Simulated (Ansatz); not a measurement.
**Nickel, hcp under PBEsol: ground state and equation of state**

What does PBEsol give for nickel in the hcp structure? We relax it, solve it on a dense k-mesh, then scale the cell to 7 volumes from 88 to 112 % of the relaxed one and try a fit of the equation of state. The start is ferromagnetic. The k-meshes are 14×14×8 for the relaxation; 24×24×13 for the dense run; 17×17×9 for the volumes.

This is Ni in the hcp structure; at room conditions it is fcc.

Method: DFT PBEsol, plane waves (420 eV) with PAW, scalar-relativistic; PBE-made PAW files, in Ansatz 0.2.0.

**1. The starting structure**

It takes space group P6_3/mmc (No. 194, hexagonal). The conventional cell has a = 2.492 Å, b = 2.492 Å, c = 4.069 Å, α = 90.00°, β = 90.00°, γ = 120.00°. Ni (site symmetry -6m2) is surrounded by 12 Ni at 2.49 Å.

Coordinates:

```
CELL_PARAMETERS angstrom
2.49176 0.00000 0.00000
-1.24588 2.15792 0.00000
0.00000 0.00000 4.06904
ATOMIC_POSITIONS crystal
Ni 0.33333 0.66667 0.25000
Ni 0.66667 0.33333 0.75000
```

The atoms start with moments of +0.8 ×2 μB.

**2. Relaxation of the cell**

The input, input.yaml:

```yaml
crystal:
  lattice:
    - [2.491755966, 0.0, 0.0]
    - [-1.245877983, 2.1579239666, 0.0]
    - [0.0, 0.0, 4.0690374925]
  atoms:
    - { symbol: Ni, position: [0.3333333333, 0.6666666667, 0.25], spin: 0.8 }
    - { symbol: Ni, position: [0.6666666667, 0.3333333333, 0.75], spin: 0.8 }
hamiltonian:
  xc: pbesol
  pseudopotentials:
    kind: paw
    azcp:
      Ni: "pseudopotentials/Ni.paw.azcp"
basis:
  ecutwfc: 420
  fft_grid_basis: typed
kpoints:
  mp_grid: { grid: [14, 14, 8], shift: [0, 0, 0] }
magnetization:
  spin_polarized: true
scf:
  occupations: { method: fermi_dirac, width: 0.05 }
relax:
  max_steps: 60
  f_tol: 0.01
  cell: {}
```

The runs that follow: Dense single point; The cell scaled to 88 % of its volume; The cell scaled to 92 % of its volume; The cell scaled to 96 % of its volume; The cell scaled to 100 % of its volume; The cell scaled to 104 % of its volume; The cell scaled to 108 % of its volume; The cell scaled to 112 % of its volume.

**Question.** What will these runs give? Wanted: space group; conventional cell; volume; shortest distance; gap on the mesh; magnetic state; relative to fcc, ferromagnetic; V₀, B₀, B₀′.

As calculated:

```
                      quantity                                   value
space group (spins left aside)                      P6_3/mmc (No. 194)
             conventional cell  a = 2.448 Å, c = 4.014 Å (c/a = 1.640)
                        volume                          10.413 Å³/atom
             shortest distance                                 2.448 Å
               gap on the mesh            none (levels filled in part)
                magnetic state   ferromagnetic, up to 0.67 μB per atom
relative to fcc, ferromagnetic                            +26 meV/atom
                   V₀, B₀, B₀′            10.414 Å³/atom, 229 GPa, 4.8
```

The relaxation shrank the cell by 4.8 % in volume. It lies 26 meV/atom above the element's reference form at the same level (fcc, ferromagnetic, from a run of its own). It ends ferromagnetic, with up to 0.67 μB per atom. No gap shows: it is a metal or semimetal at this level. The fitted modulus is 229 GPa; letting shape and positions relax at each volume could only lower it. Relaxation kept the symmetry; phonons were not checked.
